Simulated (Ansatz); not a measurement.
# Cl3GeHO: the cost of one run

All numbers below are computed with Ansatz 0.2.0 (RHF/def2-SVP).

### Step 1. The structure to begin with

Bond lengths: Ge1–O2 1.770 Å, O2–H3 1.010 Å, Ge1–Cl4 2.220 Å, Ge1–Cl5 2.218 Å, Ge1–Cl6 2.218 Å. Angles: Ge1–O2–H3 109.5°, O2–Ge1–Cl4 109.5°, O2–Ge1–Cl5 109.5°, O2–Ge1–Cl6 109.5°, Cl4–Ge1–Cl5 109.5°, Cl4–Ge1–Cl6 109.5°, Cl5–Ge1–Cl6 109.5°.

As a file:

```xyz
6

Ge    0.0000    0.0000    0.0000
O     0.0000    0.0000    1.7700
H    -0.9095   -0.2814    2.1071
Cl    2.0935    0.0000   -0.7393
Cl   -1.0456    1.8115   -0.7393
Cl   -1.0456   -1.8115   -0.7393
```

### Step 2. Relaxing the start

File input.yaml:

```yaml
crystal:
  periodic: [false, false, false]
  atoms:
    - { symbol: Ge, position_ang: [0.0, 0.0, 0.0] }
    - { symbol: O, position_ang: [0.0, 0.0, 1.77] }
    - { symbol: H, position_ang: [-0.9095, -0.2814, 2.1071] }
    - { symbol: Cl, position_ang: [2.0935, 0.0, -0.7393] }
    - { symbol: Cl, position_ang: [-1.0456, 1.8115, -0.7393] }
    - { symbol: Cl, position_ang: [-1.0456, -1.8115, -0.7393] }
basis:
  gaussian: { orbitals: def2-SVP }
hamiltonian:
  xc: hf
relax:
  f_tol: 0.02
  max_steps: 40
```

Started as:

```
$ ansatz run input.yaml --threads 2 --pin off --max-ram 3072MiB --backend cpu --events-out ev --progress --plain --runs-dir out
```

Q: Estimate wall time and peak memory on 2 threads of Arm Neoverse V2, shared host.

About 12 s, with a peak of 0.24 GiB.
